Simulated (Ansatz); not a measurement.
The system is GaGe3.

```
Ge Ga
1.0
     5.98504    0.00000    0.00000
    -2.99252    5.18319    0.00000
     0.00000    0.00000    5.03495
Ge Ga
6 2
Direct
  0.16356 0.32712 0.25000
  0.16356 0.83644 0.25000
  0.67288 0.83644 0.25000
  0.83644 0.67288 0.75000
  0.83644 0.16356 0.75000
  0.32712 0.16356 0.75000
  0.33333 0.66667 0.75000
  0.66667 0.33333 0.25000
```

The cell comes from a database or a generator and needn't be the stable form of this composition.

| Item | Value |
| --- | --- |
| Program | Ansatz 0.2.0 |
| Task | single point |
| Functional | PBE |
| Potentials or basis | Ansatz PAW |
| Cutoff | 420 eV (not typed: the program's choice for these potentials) |
| k mesh | 5 × 5 × 5 |
| Occupations | fermi-dirac, width 0.05 eV |
| Spin | no spin polarisation |

On this cell: pressure -0.8 GPa; largest force 0.176 eV/Å; band gap on the k mesh none (metal or under the smearing width).

The same run follows on a disturbed copy (atoms moved at random, drawn with an rms of 0.05 Å):

```
Ge Ga
1.0
     5.98504    0.00000    0.00000
    -2.99252    5.18319    0.00000
     0.00000    0.00000    5.03495
Ge Ga
6 2
Direct
  0.16249 0.33453 0.25965
  0.16634 0.83515 0.25451
  0.67922 0.83733 0.24064
  0.83252 0.67016 0.75512
  0.83737 0.16461 0.75156
  0.32228 0.16212 0.75189
  0.31932 0.66019 0.75179
  0.66511 0.33148 0.25375
```

Question: What changes?

Answer: The energy (extrapolated to zero smearing) moves by +0.7 meV/atom; pressure -0.7 GPa; largest force 0.220 eV/Å; band gap on the k mesh none (metal or under the smearing width).

Forces in eV/Å, atoms in the order of the input:
```
Ge   0.013  0.148 -0.067
Ge   0.153 -0.045 -0.017
Ge  -0.117 -0.077  0.076
Ge  -0.110 -0.159 -0.037
Ge  -0.192 -0.028  0.008
Ge   0.199  0.091  0.024
Ga   0.102  0.092  0.020
Ga  -0.048 -0.021 -0.007
```

Stress tensor (GPa, compression positive):
```
-0.79 -0.08 -0.06
-0.08 -0.70 -0.03
-0.06 -0.03 -0.75
```
